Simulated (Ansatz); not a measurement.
# C2H6BNO2: the cost of one run

All numbers are computed with Ansatz 0.2.0, driven from Python. Level of theory: B2PLYP/def2-SVPD.

## Step 1: The system

Bond lengths: N1–C2 1.227 Å, C2–O3 1.384 Å, O3–C4 1.425 Å, C4–B5 1.544 Å, B5–O6 1.448 Å, N1–H7 1.070 Å, C2–H8 1.073 Å, C4–H9 1.111 Å, C4–H10 1.161 Å, B5–H11 1.192 Å, O6–H12 0.979 Å. Angles (14 of 15 angles, heavy atoms first): N1–C2–O3 119.7°, C2–O3–C4 127.3°, O3–C4–B5 113.6°, C4–B5–O6 120.2°, N1–C2–H8 121.6°, O3–C2–H8 118.6°, C2–N1–H7 122.2°, O3–C4–H9 107.8°, O3–C4–H10 103.3°, B5–C4–H9 114.6°, B5–C4–H10 109.2°, C4–B5–H11 117.5°, O6–B5–H11 122.1°, B5–O6–H12 103.1°.

The script holds or builds the structure itself.

## Step 2: The script

File energy.py:

```python
"""Electronic structure of the C2H6BNO2 molecule."""

import logging
import sys

import ansatz as az

logging.basicConfig(stream=sys.stdout, format="%(name)s: %(message)s")
log = logging.getLogger("c2h6bno2")
log.setLevel(logging.INFO)

system = (
    az.Crystal.molecule()
    .atom("N", (-1.8401, 0.9073, 1.3697))
    .atom("C", (-0.933, 0.1974, 1.7923))
    .atom("O", (0.0584, -0.235, 0.9291))
    .atom("C", (0.2241, 0.1174, -0.4413))
    .atom("B", (1.4357, -0.5645, -1.1128))
    .atom("O", (1.719, -0.332, -2.5132))
    .atom("H", (-2.6196, 1.2758, 2.0041))
    .atom("H", (-0.8724, -0.0825, 2.8265))
    .atom("H", (0.2207, 1.2266, -0.5089))
    .atom("H", (-0.754, -0.2664, -0.936))
    .atom("H", (2.158, -1.2121, -0.4193))
    .atom("H", (1.2803, -1.0873, -2.956))
)

setup = system.calculation().basis(gaussian="def2-SVPD").functional(az.LibraryFunctional("B2PLYP"))
trace = []
done = setup.session().plan().execute(on_event=trace.append)
report = done.report
for event in trace:
    if event["event"] == "mean_field_evaluation" and event["data"]["evaluation"] <= 25:
        log.info("pass {evaluation:3d}  E = {energy_ev:.6f} eV  gradient {gradient_ev:.1e}".format(**event["data"]))

for key in ("converged", "free_energy_ev", "reference_energy_ev", "n_frozen", "n_occupied", "n_virtual"):
    log.info(f"{key:22s} {report[key]}")

state = report["mean_field"]["state"]
log.info(f"mean field: {state['energy']['hartree']:.7f} Ha, <S^2> = {abs(state['spin_squared']):.4f}, stability: {state.get('stability', {}).get('kind')}")
```

## Step 3: Running it

The run is started by

```console
$ python energy.py
```

Q: Estimate wall time and peak memory on 1 thread of Intel Xeon 6975P-C (Granite Rapids), shared host.

About 7.7 s, with a peak of 0.51 GiB.
